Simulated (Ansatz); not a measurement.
# MoPbO3: the cost of one run

All numbers are computed with the Python package of Ansatz 0.2.0. Level of theory: DFT LDA, plane waves, PAW.

### 1 The structure

Symmetry: Pm-3m, No. 221, cubic system. The conventional cell has a = 4.108 Å, b = 4.108 Å, c = 4.108 Å, α = 90.00°, β = 90.00°, γ = 90.00°. Around Mo (site symmetry m-3m) lie 6 O at 2.05 Å. Pb (site symmetry m-3m) has 12 O at 2.90 Å as nearest neighbours. O (site symmetry 4/mmm) has 2 Mo at 2.05 Å and 4 Pb at 2.90 Å as nearest neighbours.

The script holds or builds the structure itself.

### 2 Script

md.py

```python
"""A few tens of MD steps for MoPbO3."""

import warnings

import ansatz as az
from ase import Atoms
from ase.neighborlist import neighbor_list
import matplotlib.pyplot as plt
import numpy as np

warnings.simplefilter("ignore", az.DeckWarning)

mopbo3 = (
    az.Lattice.of((4.107546, 0.0, 0.0), (0.0, 4.107546, 0.0), (0.0, 0.0, 4.107546))
    .atom("Mo", (0.5, 0.5, 0.5))
    .atom("Pb", (0.0, 0.0, 0.0))
    .atom("O", (0.5, 0.5, 0.0))
    .atom("O", (0.5, 0.0, 0.5))
    .atom("O", (0.0, 0.5, 0.5))
)

# a coarse mesh keeps each step cheap
base = (
    mopbo3.supercell(2, 1, 1).calculation()
    .functional("lda")
    .basis(550)
    .kpoints(spacing=0.9)  # the mesh must be finer for metals
    .occupations("fermi_dirac", width=0.05)
    .md("nvt_langevin", timestep=3.0, steps=25, temperature=100, initial_velocities="maxwell_boltzmann", seed=119)
)
steps = []


def follow(event):
    if event["event"] != "md_step":
        return
    row = event["data"]
    steps.append(row)
    print(f"t = {row['time_fs']:6.1f} fs  E_pot = {row['lagrangian_ev']:.4f} eV  E_kin = {row['e_kin_ev']:.4f} eV  T = {row['temperature_k']:7.1f} K")


done = base.session().plan(threads=1).execute(on_event=follow)
rep = done.report

temperature = np.array([s["temperature_k"] for s in steps])
print(f"mean temperature of the second half {temperature[len(steps) // 2 :].mean():.1f} K")

time = [s["time_fs"] for s in steps]
fig, ax = plt.subplots(figsize=(5, 3))
ax.plot(time, [s["lagrangian_ev"] - steps[0]["lagrangian_ev"] for s in steps], label="potential")
ax.plot(time, [s["e_kin_ev"] for s in steps], label="kinetic")
ax.set(xlabel="time (fs)", ylabel="energy (eV)")
ax.legend()
fig.tight_layout()
fig.savefig("md.png", dpi=100)

symbols = [site.symbol for site in done.lattice.sites]
pairs = np.concatenate([neighbor_list("d", Atoms(symbols, positions=s["positions_ang"], cell=done.lattice.cell_ang, pbc=True), 4.5) for s in steps[len(steps) // 2 :]])
counts, edges = np.histogram(pairs, bins=np.arange(0.5, 4.51, 0.25))
for low, count in zip(edges, counts / (len(symbols) * len(steps[len(steps) // 2 :]))):
    print(f"{low:4.2f}-{low + 0.25:4.2f} A  {count:6.2f} neighbours an atom")
```

### 3 The calls as engine input

The package turns the script's settings into the engine's input:

```yaml
crystal:
  lattice:
    - [4.107546, 0.0, 0.0]
    - [0.0, 4.107546, 0.0]
    - [0.0, 0.0, 4.107546]
  atoms:
    - { symbol: Mo, position: [0.5, 0.5, 0.5] }
    - { symbol: Pb, position: [0.0, 0.0, 0.0] }
    - { symbol: O, position: [0.5, 0.5, 0.0] }
    - { symbol: O, position: [0.5, 0.0, 0.5] }
    - { symbol: O, position: [0.0, 0.5, 0.5] }
  supercell: [2, 1, 1]
basis:
  ecutwfc: 550.0
kpoints:
  mp_grid:
    kspacing: 0.9
hamiltonian:
  xc: lda
scf:
  occupations:
    method: fermi_dirac
    width: 0.05
md:
  timestep: 3.0
  n_steps: 25
  ensemble: nvt_langevin
  temperature: 100.0
  initial_velocities: maxwell_boltzmann
  seed: 119
```

### 4 Launch

Started as:

```console
$ python md.py
```

What time and memory should one allow on 1 thread of Arm Neoverse V2, shared host?

About 38 s, with a peak of 0.58 GiB.
